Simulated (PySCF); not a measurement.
# CH4ClFSi (SMILES C[SiH](F)Cl) at 6 levels

Aim: a comparison of 6 runs (HF/STO-3G, HF/3-21G, B3LYP/6-31G*, B3LYP/def2-SVP, BP86/cc-pVDZ) of CH4ClFSi. Input form: a Python script.

Program for the calculation: PySCF 2.14.0.

## 1. Starting point

The species is CH4ClFSi (8 atoms), meant as a singlet with charge 0. SMILES: `C[SiH](F)Cl`. The shape is that of a PBE0-D4/def2-TZVP optimisation.

Bond lengths: C1–Si2 1.843 Å, Si2–F3 1.594 Å, Si2–Cl4 2.046 Å, C1–H5 1.093 Å, C1–H6 1.092 Å, C1–H7 1.092 Å, Si2–H8 1.477 Å. Some angles: C1–Si2–F3 109.4°, C1–Si2–Cl4 110.3°, F3–Si2–Cl4 107.6°, C1–Si2–H8 114.2°, F3–Si2–H8 107.4°, Cl4–Si2–H8 107.7°, Si2–C1–H5 110.3°, Si2–C1–H6 110.4°, Si2–C1–H7 110.5°, H5–C1–H6 108.5°.

## 2. Energy and forces at HF/STO-3G (run 1)

Contents of input.py:

```python
import pyscf.grad
from pyscf import gto

mol = gto.Mole()
mol.atom = '''
C     -0.276700     0.958300     0.083800
Si     0.364000    -0.761800    -0.084200
F      0.846000    -1.290000     1.340200
Cl    -1.120000    -2.010100    -0.735500
H      0.509800     1.621300     0.453200
H     -0.620600     1.332800    -0.882900
H     -1.115000     0.988300     0.783200
H      1.504600    -0.895900    -1.013600
'''
mol.max_memory = 1860
mol.basis = 'sto-3g'
mol.verbose = 3
mol.spin = 0
mol.build()

hf = mol.RHF()
hf.conv_tol = 1e-10
hf.kernel()
if not hf.converged:
    hf = hf.newton().run(hf.mo_coeff, hf.mo_occ)

energy = hf.e_tot
print('Final energy', energy)
grad = hf.Gradients().kernel()
hf.analyze()
```

Started as:

```
OMP_NUM_THREADS=1 python input.py
```

What it wrote:

```text
converged SCF energy = -878.052749549926
Final energy -878.0527495499264
--------------- RHF gradients ---------------
         x                y                z
0 C     0.0051943824    -0.0091799482     0.0028851583
1 Si    -0.0410225537    -0.0086720796     0.0162688449
2 F    -0.0022001989     0.0054782377    -0.0119140793
3 Cl     0.0163713434     0.0127328451     0.0076062039
4 H     0.0075169956     0.0048750705     0.0031625012
5 H    -0.0023916202     0.0008945807    -0.0092183184
6 H    -0.0070304847    -0.0017693091     0.0059564059
7 H     0.0235621361    -0.0043593971    -0.0147467164
----------------------------------------------
**** MO energy ****
MO #1   energy= -103.630494324086  occ= 2
MO #2   energy= -68.1066372222921  occ= 2
MO #3   energy= -25.8675051272216  occ= 2
MO #4   energy= -11.0278173722362  occ= 2
MO #5   energy= -10.3247707228298  occ= 2
MO #6   energy= -7.76846704062575  occ= 2
MO #7   energy= -7.76312845436876  occ= 2
MO #8   energy= -7.76307551224685  occ= 2
MO #9   energy= -6.07969407268383  occ= 2
MO #10  energy= -4.10604519342168  occ= 2
MO #11  energy= -4.10504863263698  occ= 2
MO #12  energy= -4.10389696217353  occ= 2
MO #13  energy= -1.47211816554389  occ= 2
MO #14  energy= -1.01205127681459  occ= 2
MO #15  energy= -0.931983002710137 occ= 2
MO #16  energy= -0.66635923323925  occ= 2
MO #17  energy= -0.565523709667618 occ= 2
MO #18  energy= -0.557427448965718 occ= 2
MO #19  energy= -0.519499580886777 occ= 2
MO #20  energy= -0.505565366664491 occ= 2
MO #21  energy= -0.481841557900008 occ= 2
MO #22  energy= -0.424955241737998 occ= 2
MO #23  energy= -0.408084594904566 occ= 2
MO #24  energy= -0.384589264908738 occ= 2
MO #25  energy= -0.372373716195747 occ= 2
MO #26  energy= 0.357550136402053  occ= 0
MO #27  energy= 0.478428009904385  occ= 0
MO #28  energy= 0.483853840649651  occ= 0
MO #29  energy= 0.553434589856774  occ= 0
MO #30  energy= 0.700478669386893  occ= 0
MO #31  energy= 0.70856227687108   occ= 0
MO #32  energy= 0.724808818103335  occ= 0
 ** Mulliken atomic charges  **
charge of    0C =     -0.27606
charge of    1Si =      0.87067
charge of    2F =     -0.25728
charge of    3Cl =     -0.34146
charge of    4H =      0.04471
charge of    5H =      0.04650
charge of    6H =      0.04768
charge of    7H =     -0.13475
Dipole moment(X, Y, Z, Debye):  1.61179,  2.45689,  0.03356
```

Run time: 3.9 s. Hardware: 1 thread of Intel Xeon at 2.50GHz (Skylake/Cascade Lake), shared host; peak memory 0.12 GiB.

## 3. Energy and forces at HF/3-21G (run 2)

Contents of job.py:

```python
from pyscf import gto

system = gto.Mole()
system.atom = [
    ('C', (-0.276700, 0.958300, 0.083800)),
    ('Si', (0.364000, -0.761800, -0.084200)),
    ('F', (0.846000, -1.290000, 1.340200)),
    ('Cl', (-1.120000, -2.010100, -0.735500)),
    ('H', (0.509800, 1.621300, 0.453200)),
    ('H', (-0.620600, 1.332800, -0.882900)),
    ('H', (-1.115000, 0.988300, 0.783200)),
    ('H', (1.504600, -0.895900, -1.013600)),
]
system.basis = '3-21g'
system.max_memory = 1860
system.charge = 0
system.verbose = 4
system.spin = 0
system.build()

mf = system.RHF()
mf.conv_tol = 1e-10
mf.kernel()
if not mf.converged:
    mf = mf.newton().run(mf.mo_coeff, mf.mo_occ)

energy = mf.e_tot
print('E(%s) = %.9f' % ('HF', energy))
grad = mf.nuc_grad_method().kernel()
dip = mf.dip_moment()
pop, q = mf.mulliken_pop()
```

Started as:

```
OMP_NUM_THREADS=1 python job.py
```

What it wrote:

```text
PySCF version 2.14.0

[... 62 lines left out ...]
converged SCF energy = -883.694804677411
[... 12 lines left out ...]
Dipole moment(X, Y, Z, Debye):  1.04997,  3.05577, -0.64199
[... 22 lines left out ...]
pop of  1 Si 4pz          0.08429
pop of  2 F 1s            1.98471
pop of  2 F 2s            0.43993
pop of  2 F 3s            1.54131
pop of  2 F 2px           0.84631
pop of  2 F 2py           0.84939
pop of  2 F 2pz           0.76998
pop of  2 F 3px           1.03761
pop of  2 F 3py           1.04115
pop of  2 F 3pz           0.97983
pop of  3 Cl 1s           1.99859
pop of  3 Cl 2s           1.95883
pop of  3 Cl 3s           1.10487
pop of  3 Cl 4s           0.95438
pop of  3 Cl 2px          1.96761
pop of  3 Cl 2py          1.96850
pop of  3 Cl 2pz          1.97002
pop of  3 Cl 3px          0.98639
pop of  3 Cl 3py          1.01090
pop of  3 Cl 3pz          1.05011
pop of  3 Cl 4px          0.80493
pop of  3 Cl 4py          0.83165
pop of  3 Cl 4pz          0.89535
pop of  4 H 1s            0.45144
pop of  4 H 2s            0.29650
pop of  5 H 1s            0.45188
pop of  5 H 2s            0.29579
pop of  6 H 1s            0.45034
pop of  6 H 2s            0.28855
pop of  7 H 1s            0.43427
pop of  7 H 2s            0.78545
 ** Mulliken atomic charges  **
charge of    0C =     -1.14463
charge of    1Si =      1.59120
charge of    2F =     -0.49021
charge of    3Cl =     -0.50213
charge of    4H =      0.25206
charge of    5H =      0.25233
charge of    6H =      0.26111
charge of    7H =     -0.21972
```

Wall time 3.3 s (1 thread of Intel Xeon at 2.50GHz (Skylake/Cascade Lake), shared host); peak memory 0.12 GiB.

## 4. Energy and gradient at B3LYP/6-31G(d) (spherical functions) (run 3)

Contents of job.py:

```python
import pyscf.grad
from pyscf import gto, dft

system = gto.M(
    atom='''
C     -0.522887     1.810925     0.158359
Si     0.687860    -1.439593    -0.159115
F      1.598708    -2.437747     2.532611
Cl    -2.116493    -3.798538    -1.389894
H      0.963382     3.063813     0.856424
H     -1.172764     2.518627    -1.668439
H     -2.107045     1.867616     1.480034
H      2.843282    -1.693006    -1.915426
''',
    basis='6-31g*',
    unit='bohr',
    max_memory=1860,
    verbose=3,
)

ks = dft.RKS(system)
ks.xc = 'b3lyp'
ks.conv_tol = 1e-10
ks.grids.level = 5
ks.kernel()
if not ks.converged:
    ks = ks.newton().run(ks.mo_coeff, ks.mo_occ)

e_final = ks.e_tot
print('E(%s) = %.9f' % ('B3LYP', e_final))
grad = ks.Gradients().kernel()
ks.analyze()
```

Started as:

```
OMP_NUM_THREADS=1 python job.py
```

What it wrote:

```text
converged SCF energy = -890.162583755579
E(B3LYP) = -890.162583756
--------------- RKS gradients ---------------
         x                y                z
0 C     0.0014235021    -0.0026253348     0.0006522742
1 Si    -0.0056769266    -0.0028269366     0.0069796669
2 F    -0.0042407172     0.0045534785    -0.0122631384
3 Cl     0.0071844084     0.0056925741     0.0037171116
4 H    -0.0009539162    -0.0018755134    -0.0007537907
5 H     0.0009526740    -0.0018272597     0.0015653767
6 H     0.0015847252    -0.0009735593    -0.0012466785
7 H    -0.0002773422    -0.0001287743     0.0013425290
----------------------------------------------
**** MO energy ****
MO #1   energy= -101.519243053193  occ= 2
MO #2   energy= -66.1922010348719  occ= 2
MO #3   energy= -24.6917682123922  occ= 2
MO #4   energy= -10.1816520617156  occ= 2
MO #5   energy= -9.45460458320253  occ= 2
MO #6   energy= -7.21478983596371  occ= 2
MO #7   energy= -7.20913123192193  occ= 2
MO #8   energy= -7.20881945018339  occ= 2
MO #9   energy= -5.34490716269366  occ= 2
MO #10  energy= -3.70553595057416  occ= 2
MO #11  energy= -3.70354381303756  occ= 2
MO #12  energy= -3.70057837008558  occ= 2
MO #13  energy= -1.19040538357864  occ= 2
MO #14  energy= -0.834363723279565 occ= 2
MO #15  energy= -0.723366711303381 occ= 2
MO #16  energy= -0.549105366976513 occ= 2
MO #17  energy= -0.466020207145092 occ= 2
MO #18  energy= -0.457753221347569 occ= 2
MO #19  energy= -0.445652602994335 occ= 2
MO #20  energy= -0.42476000298069  occ= 2
MO #21  energy= -0.419889023392339 occ= 2
MO #22  energy= -0.372295155480287 occ= 2
MO #23  energy= -0.360169116778335 occ= 2
MO #24  energy= -0.333541340580305 occ= 2
MO #25  energy= -0.315845380300549 occ= 2
MO #26  energy= 0.0332446151863235 occ= 0
MO #27  energy= 0.0440026075680229 occ= 0
MO #28  energy= 0.067256557894277  occ= 0
MO #29  energy= 0.115313982267066  occ= 0
MO #30  energy= 0.126204001126428  occ= 0
MO #31  energy= 0.143417036985939  occ= 0
MO #32  energy= 0.146637645441429  occ= 0
MO #33  energy= 0.21567319192493   occ= 0
MO #34  energy= 0.233060357402635  occ= 0
MO #35  energy= 0.302443185867017  occ= 0
MO #36  energy= 0.321977629576303  occ= 0
MO #37  energy= 0.398278063565254  occ= 0
MO #38  energy= 0.444099978926559  occ= 0
MO #39  energy= 0.459614293119146  occ= 0
MO #40  energy= 0.515331041955492  occ= 0
MO #41  energy= 0.526779067307     occ= 0
MO #42  energy= 0.554119842057681  occ= 0
MO #43  energy= 0.609993019620069  occ= 0
MO #44  energy= 0.672683151151276  occ= 0
MO #45  energy= 0.708401384555545  occ= 0
MO #46  energy= 0.719860385688102  occ= 0
MO #47  energy= 0.775647161724727  occ= 0
MO #48  energy= 0.847291147249235  occ= 0
MO #49  energy= 0.856946594273701  occ= 0
MO #50  energy= 0.869316739770686  occ= 0
MO #51  energy= 0.875001808989912  occ= 0
MO #52  energy= 0.900396313305779  occ= 0
MO #53  energy= 0.940181361261296  occ= 0
MO #54  energy= 0.961438161527258  occ= 0
MO #55  energy= 0.997004555564609  occ= 0
MO #56  energy= 1.11788112648218   occ= 0
MO #57  energy= 1.17913829170939   occ= 0
MO #58  energy= 1.27846892472398   occ= 0
MO #59  energy= 1.3174391055214    occ= 0
MO #60  energy= 1.32874615814533   occ= 0
MO #61  energy= 1.34620688537275   occ= 0
MO #62  energy= 1.68993371024575   occ= 0
MO #63  energy= 1.71395490843625   occ= 0
MO #64  energy= 1.82800620492162   occ= 0
MO #65  energy= 1.83960737751141   occ= 0
MO #66  energy= 1.85188257642167   occ= 0
MO #67  energy= 2.00069189259645   occ= 0
MO #68  energy= 2.03360123542716   occ= 0
MO #69  energy= 2.1853890176233    occ= 0
MO #70  energy= 2.24196144456511   occ= 0
MO #71  energy= 2.25009519228825   occ= 0
MO #72  energy= 2.84642992035594   occ= 0
 ** Mulliken atomic charges  **
charge of    0C =     -0.58364
charge of    1Si =      1.07493
charge of    2F =     -0.46960
charge of    3Cl =     -0.29440
charge of    4H =      0.12841
charge of    5H =      0.12997
charge of    6H =      0.13034
charge of    7H =     -0.11602
Dipole moment(X, Y, Z, Debye):  0.42391,  2.23074, -0.45199
```

Run time: 50 s. Hardware: 1 thread of Intel Xeon at 2.50GHz (Skylake/Cascade Lake), shared host; peak memory 0.71 GiB.

Runs 4 to 5 aren't shown in full; the table further down has their settings and results.

## 5. Energy and gradient at BP86/cc-pVDZ (run 6)

Contents of input.xyz:

```xyz
8
CH4ClFSi
C     -0.276700     0.958300     0.083800
Si     0.364000    -0.761800    -0.084200
F      0.846000    -1.290000     1.340200
Cl    -1.120000    -2.010100    -0.735500
H      0.509800     1.621300     0.453200
H     -0.620600     1.332800    -0.882900
H     -1.115000     0.988300     0.783200
H      1.504600    -0.895900    -1.013600
```

Contents of input.py:

```python
# C[SiH](F)Cl
import pyscf.grad
from pyscf import gto, dft

system = gto.Mole()
system.atom = 'input.xyz'
system.charge = 0
system.verbose = 4
system.max_memory = 1860
system.basis = 'cc-pvdz'
system.build()

mf = dft.RKS(system, xc='bp86')
mf.grids.level = 5
mf.conv_tol = 1e-10
mf.kernel()
if not mf.converged:
    mf = mf.newton().run(mf.mo_coeff, mf.mo_occ)

e_tot = mf.e_tot
print('Final energy', e_tot)
grad = mf.Gradients().kernel()
dip = mf.dip_moment()
pop, q = mf.mulliken_pop()
```

Started as:

```
OMP_NUM_THREADS=1 python input.py
```

What it wrote:

```text
PySCF version 2.14.0

[... 79 lines left out ...]
converged SCF energy = -890.228777902734
Final energy -890.2287779027338
[... 12 lines left out ...]
Dipole moment(X, Y, Z, Debye):  0.20049,  2.06616, -0.47918
[... 54 lines left out ...]
pop of  3 Cl 3px          1.00213
pop of  3 Cl 3py          1.02507
pop of  3 Cl 3pz          1.06550
pop of  3 Cl 4px          0.67157
pop of  3 Cl 4py          0.71448
pop of  3 Cl 4pz          0.77924
pop of  3 Cl 3dxy         0.00697
pop of  3 Cl 3dyz         0.00260
pop of  3 Cl 3dz^2        0.00241
pop of  3 Cl 3dxz         0.00337
pop of  3 Cl 3dx2-y2      0.00403
pop of  4 H 1s            0.73163
pop of  4 H 2s            0.16803
pop of  4 H 2px           0.01191
pop of  4 H 2py           0.01184
pop of  4 H 2pz           0.00799
pop of  5 H 1s            0.73176
pop of  5 H 2s            0.16793
pop of  5 H 2px           0.00800
pop of  5 H 2py           0.00914
pop of  5 H 2pz           0.01451
pop of  6 H 1s            0.73023
pop of  6 H 2s            0.16513
pop of  6 H 2px           0.01289
pop of  6 H 2py           0.00793
pop of  6 H 2pz           0.01085
pop of  7 H 1s            0.72970
pop of  7 H 2s            0.32886
pop of  7 H 2px           0.00550
pop of  7 H 2py           0.00092
pop of  7 H 2pz           0.00363
 ** Mulliken atomic charges  **
charge of    0C =     -0.21405
charge of    1Si =      0.52604
charge of    2F =     -0.24958
charge of    3Cl =     -0.20405
charge of    4H =      0.06861
charge of    5H =      0.06865
charge of    6H =      0.07297
charge of    7H =     -0.06860
```

Run time: 63 s. Hardware: 1 thread of Intel Xeon at 2.50GHz (Skylake/Cascade Lake), shared host; peak memory 0.82 GiB.

## 6. The series

| run | level | integration grid | Cartesian functions | energy (Eh) | dipole moment (D) | HOMO energy (eV) | LUMO energy (eV) | wall time |
| --- | --- | --- | --- | --- | --- | --- | --- | --- |
| 1 | HF/STO-3G | – | no | -878.052750 | 2.94 | -10.13 | 9.73 | 3.9 s |
| 2 | HF/3-21G | – | no | -883.694805 | 3.29 | -12.41 | 4.55 | 3.3 s |
| 3 | B3LYP/6-31G* (spherical functions) | 5 | no | -890.162584 | 2.32 | -8.59 | 0.90 | 50 s |
| 4 | B3LYP/6-31G* (Cartesian functions) | 5 | yes | -890.169528 | 2.31 | -8.60 | 0.87 | 42 s |
| 5 | B3LYP/def2-SVP | 5 | no | -889.858537 | 2.04 | -8.53 | 1.11 | 46 s |
| 6 | BP86/cc-pVDZ | 5 | no | -890.228778 | 2.13 | -7.52 | 0.18 | 63 s |

## 7. What came out

```
                       quantity          value
            run 6: total energy  -890.22878 Eh
           run 6: dipole moment         2.13 D
             run 6: HOMO energy       -7.52 eV
             run 6: LUMO energy        0.18 eV
           run 6: HOMO–LUMO gap        7.71 eV
run 6: largest force on an atom     2.369 eV/Å
```

In words: The dipole moment (its size) runs from 2.04 D (B3LYP/def2-SVP) to 3.29 D (HF/3-21G). The two ends differ in method and basis. The HOMO–LUMO gap runs from 7.71 eV (BP86/cc-pVDZ) to 19.86 eV (HF/STO-3G). Totals of different functionals can't be ranked against each other. In run 1 the basis is minimal, so the values are rough. All runs together took 3.5 min, the longest 63 s.
